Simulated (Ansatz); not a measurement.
# GeBH₅S (SMILES S[BH][GeH3]): one structure at several levels

Aim: energy, forces and dipole at a structure displaced at random from a GFN2-xTB minimum, from CCSD(T) and from density functionals.

Computed with Ansatz 0.2.0, Gaussian basis. Level: single points in def2-TZVPP.

Correlated methods freeze the cores. Filled d shells of the heavier atoms are correlated.

### 1 The starting structure

8 atoms, charge 0, spin multiplicity 1.

Atoms are counted from 1 here; the program's logs count them from 0.

Bond lengths: S1–B2 1.767 Å, S1–H4 1.279 Å, B2–Ge3 1.946 Å, B2–H5 1.011 Å, Ge3–H6 1.389 Å, Ge3–H7 1.482 Å, Ge3–H8 1.474 Å. Angles: B2–S1–H4 103.4°, S1–B2–Ge3 117.5°, S1–B2–H5 111.0°, Ge3–B2–H5 131.5°, B2–Ge3–H6 114.8°, B2–Ge3–H7 111.5°, B2–Ge3–H8 115.3°, H6–Ge3–H7 106.7°, H6–Ge3–H8 104.7°, H7–Ge3–H8 102.8°.

Geometry (Å):

```tsv
atom	x (Å)	y (Å)	z (Å)
S1	-1.0782	0.2699	-1.8778
B2	0.3641	-0.2556	-1.0031
Ge3	0.3589	-0.0704	0.9337
H4	-1.8669	0.6539	-0.9464
H5	1.0592	-0.6228	-1.6383
H6	-0.6489	0.7412	1.4381
H7	1.6407	0.4849	1.4293
H8	0.2362	-1.3306	1.6874
```

### 2 CCSD(T)/def2-TZVPP

run/in.yaml reads:

```yaml
crystal:
  periodic: [false, false, false]
  atoms:
    - {symbol: S, position_ang: [-1.078200, 0.269900, -1.877800]}
    - {symbol: B, position_ang: [0.364100, -0.255600, -1.003100]}
    - {symbol: Ge, position_ang: [0.358900, -0.070400, 0.933700]}
    - {symbol: H, position_ang: [-1.866900, 0.653900, -0.946400]}
    - {symbol: H, position_ang: [1.059200, -0.622800, -1.638300]}
    - {symbol: H, position_ang: [-0.648900, 0.741200, 1.438100]}
    - {symbol: H, position_ang: [1.640700, 0.484900, 1.429300]}
    - {symbol: H, position_ang: [0.236200, -1.330600, 1.687400]}
basis:
  gaussian: {orbitals: def2-TZVPP}
correlation: {method: ccsd_t}
output: {forces: true}
```

No record of the launch command was kept for these runs.

### 3 PBE0-D4/def2-TZVPP

Edit run/in.yaml of step 2 so:

```diff
@@ -13,3 +13,3 @@
   gaussian: {orbitals: def2-TZVPP}
-correlation: {method: ccsd_t}
-output: {forces: true}
+hamiltonian: {xc: pbe0, dispersion: d4}
+output: {forces: true, orbitals: {seedname: orbitals}}
```

### 4 wB97M-V/def2-TZVPP

Edit run/in.yaml of step 3 so:

```diff
@@ -13,3 +13,3 @@
   gaussian: {orbitals: def2-TZVPP}
-hamiltonian: {xc: pbe0, dispersion: d4}
-output: {forces: true, orbitals: {seedname: orbitals}}
+hamiltonian: {xc: {name: wB97M-V}}
+output: {forces: true}
```

### 5 r2SCAN-D4/def2-TZVPP

Edit run/in.yaml of step 4 so:

```diff
@@ -13,3 +13,3 @@
   gaussian: {orbitals: def2-TZVPP}
-hamiltonian: {xc: {name: wB97M-V}}
+hamiltonian: {xc: r2scan, dispersion: d4}
 output: {forces: true}
```

### 6 PBE-D4/def2-TZVPP

Edit run/in.yaml of step 5 so:

```diff
@@ -13,3 +13,3 @@
   gaussian: {orbitals: def2-TZVPP}
-hamiltonian: {xc: r2scan, dispersion: d4}
+hamiltonian: {xc: pbe, dispersion: d4}
 output: {forces: true}
```

### 7 HSE06-D4/def2-TZVPP

Edit run/in.yaml of step 6 so:

```diff
@@ -13,3 +13,3 @@
   gaussian: {orbitals: def2-TZVPP}
-hamiltonian: {xc: pbe, dispersion: d4}
+hamiltonian: {xc: hse06, dispersion: d4}
 output: {forces: true}
```

### 8 BHLYP-D4/def2-TZVPP

Edit run/in.yaml of step 7 so:

```diff
@@ -13,3 +13,3 @@
   gaussian: {orbitals: def2-TZVPP}
-hamiltonian: {xc: hse06, dispersion: d4}
+hamiltonian: {xc: {name: BHLYP}, dispersion: d4}
 output: {forces: true}
```

(Steps that only read results are left out.)

What does the calculation give? Wanted: energy less free atoms, CCSD(T)/def2-TZVPP; RMS force component; RMS force error; HOMO and LUMO, PBE0-D4; T1 diagnostic.

The runs gave:

| quantity | value |
| --- | --- |
| energy less free atoms, CCSD(T)/def2-TZVPP | -2196.4 kJ/mol |
| RMS force component | 2.128 to 2.277 eV/Å over the methods |
| RMS force error | PBE0-D4 0.107, wB97M-V 0.068, r2SCAN-D4 0.091, PBE-D4 0.184, HSE06-D4 0.108, BHLYP-D4 0.116 eV/Å |
| HOMO and LUMO, PBE0-D4 | -8.27 and -1.81 eV |
| T1 diagnostic | 0.014 |

Against CCSD(T) the functionals' energies less atoms differ by -66.3 to -10.2 kJ/mol, PBE-D4 by -42.5 kJ/mol. A larger basis would deepen the CCSD(T) value, while the functionals are nearly converged already, so the order here is not reliable. For forces wB97M-V does best and PBE-D4 worst.
